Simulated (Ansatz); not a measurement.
# CH7ClSn (built from SMILES Cl.[CH3][SnH3]): search for a transition state

Is there a first-order saddle for this four-centre ligand exchange, which should form Sn1–Cl7, C2–H6 and break Sn1–C2, H6–Cl7, and which two structures does it connect?

Method: PBE0-D4, def2-SVP first, then def2-TZVP; program: Ansatz 0.2.0, Gaussian basis.

143 further runs of the same task are left out: 143 set aside as unsound or not needed. Runs told in other sessions of the task aren't counted.

**1. The starting structure**

The guess: 10 atoms, charge 0, spin multiplicity 1.

Atoms are counted from 1 here; the program's logs count them from 0.

Bond lengths: Sn1–C2 2.439 Å, Sn1–H3 1.721 Å, Sn1–H4 1.673 Å, Sn1–H5 1.673 Å, C2–H6 1.338 Å, C2–H8 1.095 Å, C2–H9 1.089 Å, C2–H10 1.089 Å. Angles: C2–Sn1–H3 92.0°, C2–Sn1–H4 112.6°, C2–Sn1–H5 112.6°, H3–Sn1–H4 108.7°, H3–Sn1–H5 108.7°, H4–Sn1–H5 118.7°, Sn1–C2–H6 67.7°, Sn1–C2–H8 147.1°, Sn1–C2–H9 93.5°, Sn1–C2–H10 95.0°, H6–C2–H8 79.4°, H6–C2–H9 125.1°, H6–C2–H10 122.7°, H8–C2–H9 104.1°, H8–C2–H10 104.7°, H9–C2–H10 109.5°.

Geometry (Å):

```xyz
10
CH7ClSn
Sn   -1.0754   -0.5503   -0.4578
C     1.1776    0.0446    0.2611
H    -0.5578   -2.0976   -1.0063
H    -2.1267   -0.7603    0.8265
H    -1.5856    0.3431   -1.7768
H     0.2950    1.0218    0.4982
Cl   -0.8764    2.1829    0.7519
H     1.8213    0.7818    0.7528
H     1.2945   -0.8541    0.8653
H     1.6335   -0.1120   -0.7149
```

Distances that are to change: Sn1–Cl7 3.00 Å, C2–H6 1.34 Å, Sn1–C2 2.44 Å, H6–Cl7 1.67 Å.

**2. Relaxing the guess with the reacting distances held**

Input file hold/in.yaml:

```yaml
crystal:
  periodic: [false, false, false]
  atoms:
    - {symbol: Sn, position_ang: [-1.075400, -0.550300, -0.457800]}
    - {symbol: C, position_ang: [1.177600, 0.044600, 0.261100]}
    - {symbol: H, position_ang: [-0.557800, -2.097600, -1.006300]}
    - {symbol: H, position_ang: [-2.126700, -0.760300, 0.826500]}
    - {symbol: H, position_ang: [-1.585600, 0.343100, -1.776800]}
    - {symbol: H, position_ang: [0.295000, 1.021800, 0.498200]}
    - {symbol: Cl, position_ang: [-0.876400, 2.182900, 0.751900]}
    - {symbol: H, position_ang: [1.821300, 0.781800, 0.752800]}
    - {symbol: H, position_ang: [1.294500, -0.854100, 0.865300]}
    - {symbol: H, position_ang: [1.633500, -0.112000, -0.714900]}
basis:
  gaussian: {orbitals: def2-SVP}
hamiltonian: {xc: pbe0, dispersion: d4}
relax: {f_tol: 0.04, max_steps: 150, escape_saddle: false, constraints: [{distance: [0, 6]}, {distance: [1, 5]}, {distance: [0, 1]}, {distance: [5, 6]}]}
```

Launch:

```console
$ ansatz run in.yaml --threads 4 --pin off --events-out ev --progress --plain --max-ram 9574MiB
```

The runs that follow: Force constants to start from; Saddle search in the small basis; Saddle search in triple zeta; Vibrations at the point found; Relaxing after a step of 0.30 Å one way along the mode; Relaxing after a step of 0.30 Å the other way along the mode.

What does the calculation give? Wanted: imaginary mode; barrier from the start side; barrier from the end side; energy of the step; pairs that change; zero-point energy at the saddle.

The runs gave:

```
                       quantity                                                       value
                 imaginary mode                                                   954i cm⁻¹
    barrier from the start side                                               28.1 kcal/mol
      barrier from the end side                                               54.6 kcal/mol
             energy of the step                                              -26.5 kcal/mol
              pairs that change  Sn1–Cl7 formed, C2–H6 formed, Sn1–C2 broken, H6–Cl7 broken
zero-point energy at the saddle                                                    1.717 eV
```

The point has a single imaginary mode (954i cm⁻¹), as a transition state must. Going downhill both ways gives the intended start and end. At PBE0-D4/def2-TZVP the electronic barrier is 28.1 kcal/mol, about 47 kT at 298 K, and the step runs 26.5 kcal/mol downhill. These are plain relaxations, not an intrinsic reaction coordinate. Lower complexes than these ends may exist.
